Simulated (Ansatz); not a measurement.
# Sc5W: the cost of one run

Computed with Ansatz 0.2.0 (DFT PBE, scalar-relativistic, plane waves, PAW, unless a step's input says otherwise).

### 1 The system as given

It takes space group F-43m (No. 216, cubic). The conventional cell has a = 7.891 Å, b = 7.891 Å, c = 7.891 Å, α = 90.00°, β = 90.00°, γ = 90.00°. Sc (site symmetry -43m) has 12 Sc at 3.27 Å and 4 W at 3.42 Å as nearest neighbours. Around Sc (site symmetry 3m) lie 6 Sc at 2.79 Å. W (site symmetry -43m) is surrounded by 16 Sc at 3.27 to 3.42 Å.

Structure file:

```xyz
6
Lattice="0.0000 3.9453 3.9453 3.9453 0.0000 3.9453 3.9453 3.9453 0.0000" Properties=species:S:1:pos:R:3 pbc="T T T"
Sc    1.9727    1.9727    1.9727
Sc    4.9317    2.9590    2.9590
Sc    4.9317    4.9317    4.9317
Sc    2.9590    4.9317    2.9590
Sc    2.9590    2.9590    4.9317
W     0.0000    0.0000    0.0000
```

The cell is invented: species swapped into a database cell of ZrNi5 (F-43m, No. 216), with W on the Zr sites and Sc on the Ni sites. Its size is a rough estimate.

### 2 Probe: one point on a coarse mesh

input.yaml

```yaml
crystal:
  lattice:
    - [0.0, 3.94534885, 3.94534885]
    - [3.94534885, 0.0, 3.94534885]
    - [3.94534885, 3.94534885, 0.0]
  atoms:
    - { symbol: Sc, position: [0.25, 0.25, 0.25] }
    - { symbol: Sc, position: [0.125, 0.625, 0.625] }
    - { symbol: Sc, position: [0.625, 0.625, 0.625] }
    - { symbol: Sc, position: [0.625, 0.125, 0.625] }
    - { symbol: Sc, position: [0.625, 0.625, 0.125] }
    - { symbol: W, position: [0.0, 0.0, 0.0] }
basis:
  ecutwfc: 420
kpoints:
  mp_grid: { grid: [4, 4, 4] }
hamiltonian:
  xc: pbe
scf:
  occupations: { method: gaussian, width: 0.1 }
  lower_state_search: "off"
output:
  forces: true
  stress: true
  eigenvalues: true
```

The run is started by

```bash
ansatz run input.yaml --threads 1 --pin off --max-ram 2560MiB --backend cpu --events-out ev --progress --plain --runs-dir out
```

**Question.** How long does this run take on 1 thread of Arm Neoverse V2, shared host, and how much memory does it need?

About 3 s, with a peak of 0.34 GiB.
